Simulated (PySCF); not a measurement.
# Ce(OH)3: other functionals and bases at one geometry

How far do other levels of theory move the description of Ce(OH)3, and what does each cost? It is a constructed species; whether it can be made isn't addressed.

Program: PySCF 2.14.0. Level of theory: several levels, as the steps say, no spin–orbit coupling. These are calculated values, not measurements.

5 further runs of the same task are left out: 1 for a known fault of the program, 3 that didn't finish, 1 set aside as unsound or not needed.

**1. Where the work starts**

7 atoms, charge 0, spin multiplicity 1.

Bond lengths: Ce1–O2 2.156 Å, Ce1–O4 2.156 Å, Ce1–O6 2.156 Å, O2–H3 0.960 Å, O4–H5 0.960 Å, O6–H7 0.960 Å. Angles: O2–Ce1–O4 114.2°, O2–Ce1–O6 114.3°, O4–Ce1–O6 114.2°, Ce1–O2–H3 169.4°, Ce1–O4–H5 169.4°, Ce1–O6–H7 169.4°.

Coordinates:

```xyz
7

Ce    0.0000    0.0000   -0.4783
O     2.0905    0.0000    0.0476
H     2.9628    0.0000    0.4489
O    -1.0452    1.8104    0.0476
H    -1.4814    2.5659    0.4489
O    -1.0453   -1.8104    0.0476
H    -1.4814   -2.5659    0.4489
```

Formal oxidation states: Ce +3. Each metal's 1 4f electrons lie in its core potential, so multiplicities, spins and levels count the valence alone. An earlier session relaxed this geometry at r2SCAN, Ce lcecp-1-SVP with ECP47, O def2-SVP, H def2-SVP (singlet, point group C3v).

At r2SCAN on the finer grid: E = -259.613518 Eh, HOMO -6.07 eV, LUMO -1.43 eV, Mulliken charge on Ce1 +1.13 e, largest force component 0.028 eV/Å. 

Levels to run: TPSSh; HF; BLYP; PBE0; r2SCAN, TZVP; PBE0, SVP. Hardware: 2 threads of Arm Neoverse V2, shared host.

**2. TPSSh**

run.py (the lines that set the calculation)

```python
mol = gto.M(atom='''
Ce     0.00000     0.00000    -0.47828
O      2.09046    -0.00002     0.04762
H      2.96285    -0.00003     0.44888
O     -1.04521     1.81040     0.04762
H     -1.48140     2.56592     0.44888
O     -1.04525    -1.81038     0.04762
H     -1.48145    -2.56589     0.44888''',
    basis={'Ce': 'lcecp-1-SVP', 'O': 'def2-SVP', 'H': 'def2-SVP'},
    ecp={'Ce': 'lcecp-1-SVP'},
    charge=0, spin=0)
mf = dft.RKS(mol, xc='TPSSH')
mf.grids.atom_grid = (75, 302)  # f atoms: unpruned, at least (60, 302)
mf = mf.density_fit()  # fitting sets: Ce AutoAux, O def2-universal-JKFIT, H def2-universal-JKFIT
mf.conv_tol = 1e-08; mf.max_cycle = 55
mf.kernel(dm0)  # dm0: the density of the relaxed state
```

Run with:

```sh
OMP_NUM_THREADS=2 python run.py
```

**3. HF**

Edit run.py (the lines that set the calculation) of step 2 so:

```diff
@@ -11,4 +11,3 @@
     charge=0, spin=0)
-mf = dft.RKS(mol, xc='TPSSH')
-mf.grids.atom_grid = (75, 302)  # f atoms: unpruned, at least (60, 302)
+mf = scf.RHF(mol)
 mf = mf.density_fit()  # fitting sets: Ce AutoAux, O def2-universal-JKFIT, H def2-universal-JKFIT
```

**4. BLYP**

Edit run.py (the lines that set the calculation) of step 3 so:

```diff
@@ -11,3 +11,4 @@
     charge=0, spin=0)
-mf = scf.RHF(mol)
+mf = dft.RKS(mol, xc='BLYP')
+mf.grids.atom_grid = (75, 302)  # f atoms: unpruned, at least (60, 302)
 mf = mf.density_fit()  # fitting sets: Ce AutoAux, O def2-universal-JKFIT, H def2-universal-JKFIT
```

**5. PBE0**

Edit run.py (the lines that set the calculation) of step 4 so:

```diff
@@ -11,3 +11,3 @@
     charge=0, spin=0)
-mf = dft.RKS(mol, xc='BLYP')
+mf = dft.RKS(mol, xc='PBE0')
 mf.grids.atom_grid = (75, 302)  # f atoms: unpruned, at least (60, 302)
```

**6. r2SCAN, TZVP**

Basis: Ce lcecp-1-TZVP with ECP47, O def2-TZVP, H def2-TZVP. 

run.py (the lines that set the calculation)

```python
mol = gto.M(atom='''
Ce     0.00000     0.00000    -0.47828
O      2.09046    -0.00002     0.04762
H      2.96285    -0.00003     0.44888
O     -1.04521     1.81040     0.04762
H     -1.48140     2.56592     0.44888
O     -1.04525    -1.81038     0.04762
H     -1.48145    -2.56589     0.44888''',
    basis={'Ce': 'lcecp-1-TZVP', 'O': 'def2-TZVP', 'H': 'def2-TZVP'},
    ecp={'Ce': 'lcecp-1-TZVP'},
    charge=0, spin=0)
mf = dft.RKS(mol, xc='R2SCAN')
mf.grids.atom_grid = (75, 302)  # f atoms: unpruned, at least (60, 302)
mf = mf.density_fit()  # fitting sets: Ce AutoAux, O def2-universal-JKFIT, H def2-universal-JKFIT
mf.conv_tol = 1e-08; mf.max_cycle = 55
mf.kernel(dm0)  # dm0: free metal ions and neutral atoms
```

**7. PBE0, SVP**

Basis: Ce def2-SVP with ECP28, O def2-SVP, H def2-SVP. The 4f electrons are now in the valence.

run.py (the lines that set the calculation)

```python
mol = gto.M(atom='''
Ce     0.00000     0.00000    -0.47828
O      2.09046    -0.00002     0.04762
H      2.96285    -0.00003     0.44888
O     -1.04521     1.81040     0.04762
H     -1.48140     2.56592     0.44888
O     -1.04525    -1.81038     0.04762
H     -1.48145    -2.56589     0.44888''',
    basis={'Ce': 'def2-SVP', 'O': 'def2-SVP', 'H': 'def2-SVP'},
    ecp={'Ce': 'def2-SVP'},
    charge=0, spin=1)
mf = dft.UKS(mol, xc='PBE0')
mf.grids.atom_grid = (75, 302)  # f atoms: unpruned, at least (60, 302)
mf = mf.density_fit()  # fitting sets: Ce def2-universal-JKFIT, O def2-universal-JKFIT, H def2-universal-JKFIT
mf.conv_tol = 1e-08; mf.max_cycle = 55
mf.kernel(dm0)  # dm0: free metal ions and neutral atoms
```

**Question.** What will these runs give? Wanted: for each run, HOMO; gap; charge on Ce1; dipole; largest force.

**Answer**, as computed:

| level | state | HOMO (eV) | gap (eV) | charge on Ce1 (e) | dipole (D) | largest force (eV/Å) | basis functions | time |
| --- | --- | --- | --- | --- | --- | --- | --- | --- |
| r2SCAN (relaxed here) | singlet | -6.07 | 4.64 | 1.13 | 1.81 | 0.03 | 90 | 21 s |
| TPSSh | singlet | -6.45 | 5.01 | 1.13 | 1.82 | 0.17 | 90 | 4.9 s |
| HF | singlet | -11.57 | 12.05 | 1.66 | 2.38 | 1.39 | 90 | 1.8 s |
| BLYP | singlet | -5.60 | 3.72 | 0.92 | 1.64 | 0.49 | 90 | 3.7 s |
| PBE0 | singlet | -7.39 | 6.13 | 1.17 | 1.86 | 0.23 | 90 | 3.4 s |
| r2SCAN, TZVP | singlet | -6.37 | 4.96 | 1.65 | 2.08 | 0.21 | 158 | 14 s |

Times are on 2 threads of Arm Neoverse V2, shared host; the first row also made further properties.

In one basis the HOMO–LUMO gap runs from 3.72 eV (BLYP) to 12.05 eV (HF). The largest leftover force, 1.39 eV/Å with HF, stands at a geometry relaxed at another level. The Mulliken charge on Ce spans +0.92 to +1.66 e over the levels. With 4f in the core, its levels are missing from HOMO and gap. Total energies of different levels can't be compared. Spin–orbit coupling is left out throughout.
